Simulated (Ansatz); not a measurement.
Geometry optimisation, DFT PBE, scalar-relativistic, plane waves, PAW in Ansatz.

Input file:

```yaml
crystal:
  lattice:
    - [6.965, 0.0, 0.0]
    - [0.0, 6.965, 0.0]
    - [0.0, 0.0, 6.965]
  atoms:
    - { symbol: Sr, position: [0.0, 0.0, 0.0] }
    - { symbol: Cl, position: [0.25, 0.25, 0.25] }
    - { symbol: Cl, position: [0.75, 0.75, 0.75] }
    - { symbol: Sr, position: [0.5, 0.5, 0.0] }
    - { symbol: Cl, position: [0.75, 0.75, 0.25] }
    - { symbol: Cl, position: [0.25, 0.25, 0.75] }
    - { symbol: Sr, position: [0.5, 0.0, 0.5] }
    - { symbol: Cl, position: [0.75, 0.25, 0.75] }
    - { symbol: Cl, position: [0.25, 0.75, 0.25] }
    - { symbol: Sr, position: [0.0, 0.5, 0.5] }
    - { symbol: Cl, position: [0.25, 0.75, 0.75] }
    - { symbol: Cl, position: [0.75, 0.25, 0.25] }
    - { symbol: Li, position: [0.4916368, 0.8739739, 0.0103863] }
total_charge: 1
basis:
  ecutwfc: 420.0
kpoints:
  mp_grid: { grid: [2, 2, 2] }
hamiltonian:
  xc: pbe
scf:
  occupations: { method: fermi_dirac, width: 0.02 }
  lower_state_search: "off"
relax:
  f_tol: 0.03
  max_steps: 60
  adjacent_minimum: "off"
```

Launched with:

```bash
$ ansatz run input.yaml --threads 2 --pin off --max-ram 5120MiB --backend cpu --events-out ev --progress --plain --runs-dir out
```

Problem. Where does it end, and by what steps?

Solution. The forces met the threshold. The force dipped under the threshold on the way, but the program's further checks kept it going. Limits of this set-up: a small cell, in which the defect meets its images, a typed lattice constant that wasn't relaxed here, charged cell in a uniform background, uncorrected. After 12 steps the energy has fallen by 0.629 eV; Li13 moved furthest, 0.81 Å. Parted: Cl9–Li13 (2.52 → 3.23 Å). Joined: Cl2–Li13 (3.53 → 2.52 Å), Cl8–Li13 (3.66 → 2.52 Å).

```tsv
step	energy less start (eV)	largest force component (eV/Å)	accepted
0	0.0000	1.897	yes
1	-0.4196	0.219	yes
2	-0.4505	0.062	yes
3	-0.4523	0.031	yes
4	-0.4591	0.049	yes
5	-0.4608	0.039	yes
6	-0.4997	0.127	yes
7	-0.5309	0.331	yes
8	-0.6106	0.043	yes
9	-0.6106	0.043	yes
10	-0.6285	0.012	yes
11	-0.6222	0.079	no
12	-0.6289	0.009	yes
```

```xyz
13
Lattice="6.9650 0.0000 0.0000 0.0000 6.9650 0.0000 0.0000 0.0000 6.9650" Properties=species:S:1:pos:R:3
Sr -0.004 -0.069 0.005
Cl 2.022 1.388 1.461
Cl 5.349 5.029 5.100
Sr 3.478 3.414 0.005
Cl 4.927 5.448 1.453
Cl 1.612 1.801 5.106
Sr 3.478 -0.069 3.488
Cl 4.931 1.384 5.517
Cl 1.609 5.031 1.875
Sr -0.003 3.410 3.486
Cl 2.030 5.449 5.522
Cl 5.342 1.801 1.871
Li 3.478 6.895 0.006
```

Whether the end is a true minimum wasn't checked by a vibrational analysis.

The run took 22 s on 2 threads of AMD EPYC 9R14 (Zen 4) (shared host), peak memory 0.72 GiB.
